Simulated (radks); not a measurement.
# Cd²⁺ in [Ar] 3d10 4s2 4p5.75 4d10 5d0.25: an all-electron calculation

Aim: the levels, the sizes of the orbitals and the parts of the energy of the cadmium ion Cd2+.

The numbers are computed with radks (a radial shooting solver on a logarithmic mesh, Libxc functionals) version 1 (Dirac Kohn-Sham, LDA (Slater exchange, Perdew-Wang correlation), spin-unpolarised, spherical densities, finite nucleus; open shells are shared between the two j in proportion to 2j + 1), except any that are marked as measured or tabulated.

### Step 1. The atom as given

* element: cadmium (Z = 48)
* charge: +2
* electrons: 46
* configuration: [Ar] 3d10 4s2 4p5.75 4d10 5d0.25
* nuclear rms radius: 4.6087 fm

### Step 2. The calculation

Input:

```text
Z 48
configuration [Ar] 3d10 4s2 4p5.75 4d10 5d0.25
relativity Dirac
functional lda,pw
spin unpolarised
j_filling average
nucleus finite rms 4.6087 fm
c 137.035999084
```

Launch:

```console
$ python run_ks.py task.json out
```

All runs below come from this command, one after another.

Q: Predict the outcome of this run.

**Answer**, as computed:

```
                        quantity                   value
                    total energy     -5589.13425 hartree
exchange-correlation share of it                  2.66 %
                            −T/E                  1.0483
          highest occupied level        5d5/2, -8.166 eV
    most extended occupied level  5d5/2, <r> = 4.68 bohr
 radius at density 0.001 e/bohr³               3.35 bohr
    maxima of the radial density                       4
```

**Reading.** The radial density shows 4 maxima for 5 occupied principal shells; where shells overlap, one shows as a shoulder or not at all. Relativity lifts −T/E to 1.048. This is not the tabulated ground configuration, so its levels and sizes aren't those of the ground state, and no measured value stands beside it.
